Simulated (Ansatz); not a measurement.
# C₃H₁₀ClGeN: up Jacob's ladder to CCSD(T)

An exercise on one series of results from a longer session: the logs are not shown, and one member is left open.

Program: Ansatz 0.2.0, Gaussian basis. Level of theory: functionals in def2-TZVPP, the program's frozen cores in correlated methods. These are calculated values, not measurements.

Plan: LDA (SPW92), PBE-D4, revPBE-D4, BLYP-D4, r2SCAN-D4, B97M-V, PBE0-D4, B3LYP-D4, r2SCANh-D4, r2SCAN0-D4, HSE06-D4, BHLYP-D4, CAM-B3LYP-D4, LC-ωPBE, ωB97X-V, ωB97M-V, B2PLYP, PBE-QIDH; CCSD(T)/def2-SVP; CCSD(T)/def2-TZVPP; MP2/def2-QZVPP; extrapolation to the limit; RPA on PBE.

### The relaxed structure

The geometry comes from an earlier relaxation with PBE0-D4 in a triple-zeta def2 set; it is a stationary point, not always the lowest conformer.

SMILES `C[N](C)[GeH]([CH3])[Cl]`, 16 atoms, charge 0, spin multiplicity 1.

Atoms are counted from 1 here; the program's logs count them from 0.

Bond lengths: C1–N2 1.445 Å, C1–H7 1.092 Å, C1–H8 1.096 Å, C1–H9 1.100 Å, N2–C3 1.445 Å, N2–Ge4 1.820 Å, C3–H10 1.092 Å, C3–H11 1.096 Å, C3–H12 1.101 Å, Ge4–C5 1.935 Å, Ge4–Cl6 2.190 Å, Ge4–H13 1.534 Å, C5–H14 1.090 Å, C5–H15 1.090 Å, C5–H16 1.091 Å. Angles: N2–C1–H7 110.5°, N2–C1–H8 109.9°, N2–C1–H9 112.9°, H7–C1–H8 107.7°, H7–C1–H9 108.0°, H8–C1–H9 107.7°, C1–N2–C3 112.7°, C1–N2–Ge4 117.6°, C3–N2–Ge4 118.6°, N2–C3–H10 110.8°, N2–C3–H11 109.8°, N2–C3–H12 113.0°, H10–C3–H11 107.4°, H10–C3–H12 108.1°, H11–C3–H12 107.6°, N2–Ge4–C5 111.2°, N2–Ge4–Cl6 110.5°, N2–Ge4–H13 107.4° and more.

The first run:

Input file in.yaml:

```yaml
crystal:
  periodic: [false, false, false]
  atoms:
    - {symbol: C, position_ang: [-0.434752, -1.178793, -1.669177]}
    - {symbol: N, position_ang: [0.012596, -0.653513, -0.399187]}
    - {symbol: C, position_ang: [1.451909, -0.651788, -0.273025]}
    - {symbol: Ge, position_ang: [-0.926712, 0.729564, 0.319541]}
    - {symbol: C, position_ang: [-0.321221, 1.130618, 2.113381]}
    - {symbol: Cl, position_ang: [-0.623100, 2.554813, -0.852254]}
    - {symbol: H, position_ang: [-1.525997, -1.181051, -1.719799]}
    - {symbol: H, position_ang: [-0.094350, -2.214560, -1.785110]}
    - {symbol: H, position_ang: [-0.055988, -0.604133, -2.527786]}
    - {symbol: H, position_ang: [1.754445, -0.283795, 0.709517]}
    - {symbol: H, position_ang: [1.834676, -1.674286, -0.372724]}
    - {symbol: H, position_ang: [1.949093, -0.034368, -1.036501]}
    - {symbol: H, position_ang: [-2.417375, 0.398562, 0.168943]}
    - {symbol: H, position_ang: [0.691001, 1.533942, 2.086154]}
    - {symbol: H, position_ang: [-0.979276, 1.878220, 2.556698]}
    - {symbol: H, position_ang: [-0.337849, 0.227869, 2.725628]}
basis:
  gaussian: {orbitals: def2-TZVPP}
hamiltonian: {xc: lda}
output: {orbitals: {seedname: orbitals}}
```

Steps of the session up to this table: LDA; PBE-D4 (GGA); revPBE-D4 (GGA); BLYP-D4 (GGA); r2SCAN-D4 (meta-GGA); B97M-V (meta-GGA); PBE0-D4 (hybrid); B3LYP-D4 (hybrid); r2SCANh-D4 (hybrid); r2SCAN0-D4 (hybrid); HSE06-D4 (hybrid); BHLYP-D4 (hybrid); CAM-B3LYP-D4 (range-separated); LC-ωPBE (range-separated); ωB97X-V (range-separated); ωB97M-V (range-separated); B2PLYP (double hybrid); PBE-QIDH (double hybrid).

One of the session's tables, all rows but one given; the rest of the session is left out.

It belongs to the step «Frontier levels by functional». 

```
  functional  HOMO (eV)  LUMO (eV)  gap (eV)
 LDA (SPW92)      -5.39      -0.58      4.81
      PBE-D4      -5.27      -0.31      4.97
   revPBE-D4      -5.22      -0.20      5.03
     BLYP-D4      -5.17      -0.25      4.92
   r2SCAN-D4      -5.52       0.02      5.54
      B97M-V      -5.66       0.01      5.67
     PBE0-D4      -6.58       0.66      7.24
    B3LYP-D4      -6.37       0.36      6.73
  r2SCANh-D4      -6.01       0.36      6.37
  r2SCAN0-D4      -6.76       0.86      7.62
    HSE06-D4      -6.18       0.29      6.47
    BHLYP-D4      -7.84       1.62      9.46
CAM-B3LYP-D4      -7.95       1.67      9.62
     LC-ωPBE      -9.27       2.94     12.21
     ωB97X-V          ?          ?         ?
     ωB97M-V      -8.87       2.48     11.35
```

Q: Estimate the row for ωB97X-V from the others.

The run gave: HOMO (eV): -8.95; LUMO (eV): 2.79; gap (eV): 11.74. In the column «HOMO (eV)» it lies between LC-ωPBE (-9.27) and ωB97M-V (-8.87).
